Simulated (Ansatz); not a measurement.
This script makes the interaction energy of a dimer with the counterpoise correction of BBr with Ansatz's Python interface.

`bbr.py`:
```python
"""Interaction energy of two BBr molecules, with the counterpoise correction."""

import ansatz as az

FIRST = [
    ("B", (0.0, 0.0, -0.965)),
    ("Br", (0.0, 0.0, 0.965)),
]
SECOND = [
    ("B", (-3.1309, 1.3449, -2.6596)),
    ("Br", (-3.7934, 3.042, -2.0225)),
]

def energy(atoms, ghosts=()):
    molecule = az.Crystal.molecule()
    for symbol, xyz in atoms:
        molecule = molecule.atom(symbol, xyz)
    calc = (
        molecule.calculation()
        .basis(gaussian="def2-SVP")
        .functional("r2SCAN", dispersion="d4")
    )
    deck = calc.input()
    if ghosts:
        deck = deck.set(az.key.basis.gaussian.ghost_atoms, [{"symbol": s, "position_ang": list(xyz)} for s, xyz in ghosts])
    return az.Session.from_dict(deck).plan().execute().report["free_energy_ev"]

# monomers in their own basis and in the basis of the dimer
both = energy(FIRST + SECOND)
alone = energy(FIRST) + energy(SECOND)
ghosted = energy(FIRST, SECOND) + energy(SECOND, FIRST)
print(f"dimer {both:.6f} eV")
print(f"interaction, uncorrected   {23.060548 * (both - alone):8.3f} kcal/mol")
print(f"interaction, counterpoise  {23.060548 * (both - ghosted):8.3f} kcal/mol")
print(f"basis-set superposition    {23.060548 * (alone - ghosted):8.3f} kcal/mol")
```

How large is the interaction at this pose, and how much of it is basis-set superposition?

Uncorrected it is -0.481 kcal/mol, with the counterpoise correction -0.365 kcal/mol; the difference, 0.12 kcal/mol, is the superposition error.

The output:

```console
$ python bbr.py
dimer -141421.199208 eV
interaction, uncorrected     -0.481 kcal/mol
interaction, counterpoise    -0.365 kcal/mol
basis-set superposition       0.117 kcal/mol
```

Caveats:
- Total energies depend on the basis set; only differences at equal settings carry meaning.
- The dimer is a generated trial pose of unrelaxed monomers, not a minimum, so the figure is no binding energy, and the basis set is small.
- The spin state was assumed, and another may lie lower.
- Finished in 22 s on 1 thread of Arm Neoverse N1, on a shared host, peak memory 0.19 GiB.
